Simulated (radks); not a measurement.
# Ionisation energy and size from K⁴⁺ to Co⁴⁺

The task here is to estimate one member of a computed series from the others.

Method: Dirac Kohn-Sham, PBE, spin-unpolarised, spherical densities, point nucleus; open shells are shared between the two j in proportion to 2j + 1. Code: radks (a radial shooting solver on a logarithmic mesh, Libxc functionals) version 1.

## Starting point

| Property | Result |
| --- | --- |
| species | K⁴⁺, Ca⁴⁺, Sc⁴⁺, Ti⁴⁺, V⁴⁺, Cr⁴⁺, Mn⁴⁺, Fe⁴⁺, Co⁴⁺ |
| runs | 18, each species and its next ion |

The first run:

The run's settings:

```text
Z 19
configuration [Ne] 3s2 3p3
relativity Dirac
functional pbe,pbe
spin unpolarised
j_filling average
nucleus point
c 137.035999084
```

Among the steps run: K⁴⁺, [Ne] 3s2 3p3; K⁵⁺, [Ne] 3s2 3p2; Ca⁴⁺, [Ne] 3s2 3p4; Ca⁵⁺, [Ne] 3s2 3p3; Sc⁴⁺, [Ne] 3s2 3p5; Sc⁵⁺, [Ne] 3s2 3p4; Ti⁴⁺, [Ar]; Ti⁵⁺, [Ne] 3s2 3p5; V⁴⁺, [Ar] 3d1; V⁵⁺, [Ar]; Cr⁴⁺, [Ar] 3d2; Cr⁵⁺, [Ar] 3d1; Mn⁴⁺, [Ar] 3d3; Mn⁵⁺, [Ar] 3d2; Fe⁴⁺, [Ar] 3d4; Fe⁵⁺, [Ar] 3d3; Co⁴⁺, [Ar] 3d5; Co⁵⁺, [Ar] 3d4.

One table of the session follows, with a row left open; its other results are not shown here.

| species | Δ-SCF (eV) | −ε(HOMO) (eV) | its <r> (bohr) |
| --- | --- | --- | --- |
| K⁴⁺ | 80.183 | 71.323 | 1.24 |
| Ca⁴⁺ | 86.689 | 77.241 | 1.16 |
| Sc⁴⁺ | 93.211 | 83.183 | 1.09 |
| Ti⁴⁺ | 99.765 | 89.160 | 1.03 |
| V⁴⁺ | ? | ? | ? |
| Cr⁴⁺ | 68.377 | 57.946 | 1.02 |
| Mn⁴⁺ | 71.439 | 60.658 | 0.969 |
| Fe⁴⁺ | 74.419 | 63.291 | 0.922 |
| Co⁴⁺ | 77.326 | 65.852 | 0.880 |

**Question.** Estimate the row for V⁴⁺.

As computed: Δ-SCF (eV): 65.222; −ε(HOMO) (eV): 55.142; its <r> (bohr): 1.08. In the column «Δ-SCF (eV)» it is the lowest.

In words: Reference values: NIST Atomic Spectra Database (exp. measured, semi-emp. semi-empirical, theory a theoretical value adopted there). By these runs, which need not match the measured order, Ti⁴⁺ holds its electron most tightly (99.765 eV) and V⁴⁺ least (65.222 eV); the widest outer orbital is the 3p3/2 of K⁴⁺. The Δ-SCF values miss the measured or semi-empirical entries by -0.5 % in the signed mean; the largest miss is -3.0 % (K⁴⁺). Spin polarisation and multiplet splitting are left out, so open shells lie too high by an amount that depends on their filling.

**Measured values.**

From NIST Atomic Spectra Database: ionisation energy of Ti⁴⁺ 99.299 ± 0.012 eV; ionisation energy of V⁴⁺ 65.2816 eV.
